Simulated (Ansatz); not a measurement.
A nudged elastic band was laid between two geometries of a periodic cell of 17 atoms, HC16 (host C, host structure diamond, interstitial H), cell charge +1.

Theory: Ansatz, DFT PBE-D3(BJ), scalar-relativistic, plane waves, PAW. Settings: PAW set soft_1, cutoff 420 eV, k mesh 3x3x3, fermi-dirac smearing 0.05 eV, no spin polarisation.

```yaml
movable_images: 5
climbing_image: yes
spring: 5.0 eV/Å²
optimiser: quadratic models (default)
start_path: straight line
force_threshold: 0.03 eV/Å
iteration_limit: 80
end_points: relaxed
```

Image 0:

```xyz
17
Lattice="0.0000 3.5700 3.5700 3.5700 0.0000 3.5700 3.5700 3.5700 0.0000" Properties=species:S:1:pos:R:3
C -0.020 -0.009 0.010
C 0.857 0.895 0.904
C 1.777 1.779 0.027
C 2.654 2.680 0.903
C 1.747 -0.006 1.781
C 2.621 0.848 2.692
C 3.487 1.718 1.721
C 4.530 2.741 2.764
C -0.018 1.786 1.807
C 0.874 2.673 2.698
C 1.777 3.564 1.823
C 2.670 4.467 2.701
C 1.759 1.785 3.592
C 2.659 2.674 4.492
C 3.558 3.611 3.630
C 4.470 4.464 4.504
H 3.464 2.231 2.786
```

Image 6:

```xyz
17
Lattice="0.0000 3.5700 3.5700 3.5700 0.0000 3.5700 3.5700 3.5700 0.0000" Properties=species:S:1:pos:R:3
C 0.022 0.001 0.011
C 0.900 0.885 0.931
C 1.776 1.785 0.041
C 2.760 2.609 0.828
C 1.803 -0.006 1.806
C 2.697 0.883 2.688
C 3.625 1.739 1.800
C 4.488 2.676 2.699
C 0.006 1.789 1.809
C 0.899 2.670 2.704
C 1.716 3.632 1.872
C 2.688 4.502 2.737
C 1.819 1.786 3.582
C 2.694 2.677 4.485
C 3.588 3.565 3.600
C 4.499 4.456 4.458
H 2.782 3.120 1.894
```

(1) What changes between the two ends?

(2) Give the energies along the band, and the barrier.

(3) What is the geometry of the highest image?

Results:

(1) Contacts lost: C7–H17, C8–H17. Contacts made: C4–H17, C11–H17. The atom that moves furthest is H17, by 1.43 Å.

(2) It converged. The highest image is number 3 of 0 to 6, 0.044 eV above the ends, which have the same energy within 2 meV. The profile has 3 maxima (images 1, 3, 5) with wells between them (images 2, 4): this band takes more than one step, which may be the mechanism or a detour left from its start path. By the program's own check the climbing image is of a kind that is not told: the force calls were inconclusive, a negative curvature could not be distinguished from the path's own, the only one lies far off the path, or fixed occupations may fill a level only in part (lowest curvatures found: -2.44 and 0.00 eV/Å²). Limits of this set-up: charged cell in a uniform background, uncorrected.

```
image  path coordinate (Å)  energy (eV)  C7–H17 (Å)  C8–H17 (Å)  C4–H17 (Å)
    0                 0.00        0.000        1.18        1.18        2.10
    1                 0.42        0.013        1.19        1.16        1.83
    2                 0.84        0.002        1.18        1.19        1.58
    3                 1.26        0.044        1.16        1.35        1.35
    4                 1.70        0.001        1.18        1.59        1.19
    5                 2.14        0.040        1.31        1.87        1.16
    6                 2.58        0.000        1.62        1.94        1.18
```

(3) 
```xyz
17
Lattice="0.0000 3.5700 3.5700 3.5700 0.0000 3.5700 3.5700 3.5700 0.0000" Properties=species:S:1:pos:R:3:forces:R:3
C -0.031 -0.004 0.037 0.00 0.00 0.00
C 0.860 0.880 0.951 0.00 0.00 0.00
C 1.758 1.742 0.054 0.00 0.00 0.00
C 2.595 2.690 0.895 0.00 0.00 0.00
C 1.774 -0.004 1.842 0.00 0.00 0.00
C 2.638 0.888 2.743 0.00 0.00 0.00
C 3.541 1.687 1.840 0.00 0.00 0.00
C 4.487 2.691 2.787 0.00 0.00 0.00
C -0.029 1.774 1.840 0.00 0.00 0.00
C 0.858 2.666 2.728 0.00 0.00 0.00
C 1.740 3.562 1.838 0.00 0.00 0.00
C 2.654 4.447 2.727 0.00 0.00 0.00
C 1.755 1.791 3.626 0.00 0.00 0.00
C 2.654 2.666 4.523 0.00 0.00 0.00
C 3.543 3.563 3.641 0.00 0.00 0.00
C 4.443 4.454 4.508 0.00 0.00 0.00
H 3.573 2.844 1.810 0.00 0.00 0.00
```

Time of the run: 12 min on 1 thread of Arm Neoverse V1 (shared host), peak memory 0.45 GiB.
